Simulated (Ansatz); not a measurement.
Below is the output of a Python script on the Ansatz DFT code, driven from Python that makes a geometry optimisation of CH4Cl2SeSi, SMILES C[Si](Cl)(Cl)[SeH]. Write a script that gives it. Settings: B3LYP, def2-SVP basis, multiplicity 1.

```yaml
atoms:
  - { symbol: C, position_ang: [-0.7766, -0.9223, -0.1136] }
  - { symbol: Si, position_ang: [0.6623, 0.2252, -0.3218] }
  - { symbol: Cl, position_ang: [2.2171, -0.5278, 0.8059] }
  - { symbol: Cl, position_ang: [1.2998, 0.3061, -2.3408] }
  - { symbol: Se, position_ang: [0.1517, 2.3227, 0.3788] }
  - { symbol: H, position_ang: [-0.5753, -1.8845, -0.4755] }
  - { symbol: H, position_ang: [-1.0942, -0.9102, 0.9470] }
  - { symbol: H, position_ang: [-1.6260, -0.4581, -0.7355] }
  - { symbol: H, position_ang: [-0.1704, 1.8027, 1.8383] }
```

```console
$ python ch4cl2sesi.py
step   1  E = -99361.586041 eV  max force 2.6779 eV/A
step   2  E = -99361.777711 eV  max force 0.8372 eV/A
step   3  E = -99361.836740 eV  max force 0.1492 eV/A
step   4  E = -99361.839796 eV  max force 0.0404 eV/A
step   5  E = -99361.841024 eV  max force 0.0313 eV/A
step   6  E = -99361.841255 eV  max force 0.0181 eV/A
step   7  E = -99361.841305 eV  max force 0.0015 eV/A
reference energy    -99361.841560 eV
total energy        -99361.841560 eV
occupied (up, down): [46, 46]  virtual: [74, 74]  frozen: 0
bond        before    after (A)
C0-Si1       1.8522   1.8662
C0-H5        1.0475   1.1016
C0-H6        1.1072   1.1015
C0-H7        1.1505   1.1007
Si1-Cl2      2.0630   2.0808
Si1-Cl3      2.1188   2.0766
Si1-Se4      2.2696   2.2912
Se4-H8       1.5825   1.4782
dipole (D): -1.893 -0.759 0.957, length 2.252
atom  Mulliken   Lowdin
C       -0.214   -0.126
Si       0.615   -0.133
Cl      -0.234    0.071
Cl      -0.237    0.080
Se      -0.166    0.052
H        0.066    0.022
H        0.058    0.021
H        0.066    0.022
H        0.046   -0.010
```

One script that gives this output:

The script, `ch4cl2sesi.py`:
```python
# -*- coding: utf-8 -*-
"""Geometry optimisation of CH4Cl2SeSi."""

import ansatz as az
import numpy as np

BASIS = "def2-SVP"
XC = "b3lyp"

geometry_ang = [
    ("C", [-0.7766, -0.9223, -0.1136]),
    ("Si", [0.6623, 0.2252, -0.3218]),
    ("Cl", [2.2171, -0.5278, 0.8059]),
    ("Cl", [1.2998, 0.3061, -2.3408]),
    ("Se", [0.1517, 2.3227, 0.3788]),
    ("H", [-0.5753, -1.8845, -0.4755]),
    ("H", [-1.0942, -0.9102, 0.947]),
    ("H", [-1.626, -0.4581, -0.7355]),
    ("H", [-0.1704, 1.8027, 1.8383]),
]
geometry = az.Crystal.molecule()
for symbol, xyz in geometry_ang:
    geometry = geometry.atom(symbol, xyz)

setup = geometry.calculation().basis(gaussian=BASIS).functional(XC)
symbols = [site.symbol for site in geometry.cartesian_sites]
start = np.array([site.position_ang for site in geometry.cartesian_sites], dtype=float)
def progress(event):
    if event["event"] == "relax_step":
        row = event["data"]
        print(f"step {row['step']:3d}  E = {row['lagrangian_ev']:.6f} eV  max force {row['allowed_force_max_ev_ang']:.4f} eV/A")


data = setup.relax(force_tolerance=0.01, max_steps=100).session().plan().execute(on_event=progress).report
end = np.array(data["positions_ang"])

print("reference energy %16.6f eV" % data["reference_energy_ev"])
print("total energy     %16.6f eV" % data["free_energy_ev"])
print("occupied (up, down):", data["n_occupied"], " virtual:", data["n_virtual"], " frozen:", data["n_frozen"])

print("bond        before    after (A)")
for i, j in [(0, 1), (0, 5), (0, 6), (0, 7), (1, 2), (1, 3), (1, 4), (4, 8)]:
    d0, d1 = (np.linalg.norm(xyz[i] - xyz[j]) for xyz in (start, end))
    print(f"{symbols[i]}{i}-{symbols[j]}{j}".ljust(10), f"{d0:8.4f} {d1:8.4f}")

charges = data["charge_distribution"]
dipole = np.array(charges["dipole_moment_e_ang"]) * 4.803205
print("dipole (D): {:.3f} {:.3f} {:.3f}, length {:.3f}".format(*dipole, np.linalg.norm(dipole)))
print("atom  Mulliken   Lowdin")
for symbol, m, l in zip(symbols, charges["mulliken_charges_e"], charges["lowdin_charges_e"]):
    print(f"{symbol:4s} {m:9.3f} {l:8.3f}")
with open("ch4cl2sesi_opt.xyz", "w") as handle:
    handle.write(f"{len(symbols)}\nrelaxed CH4Cl2SeSi\n")
    handle.writelines(f"{s:2s} {x:11.6f} {y:11.6f} {z:11.6f}\n" for s, (x, y, z) in zip(symbols, end))
```

Total energies depend on the basis set; only differences at equal settings carry meaning. The end point is the stationary point reached from this start; no frequency run checks that it is a minimum, and the basis set is modest. The Löwdin charges here are taken after orthogonalising the functions within each atom; they differ from plain Löwdin charges, and their signs can be unphysical. b3lyp holds the VWN-RPA fit, as in Gaussian; the form of ORCA and Turbomole is b3lyp5. The whole script took 64 s on 1 thread of Arm Neoverse V1, on a shared host, peak memory 0.4 GiB.

(A comment or docstring line of the script was reworded after the run, the code is as it ran; lines on the test bed's own set-up are left out of the output.)
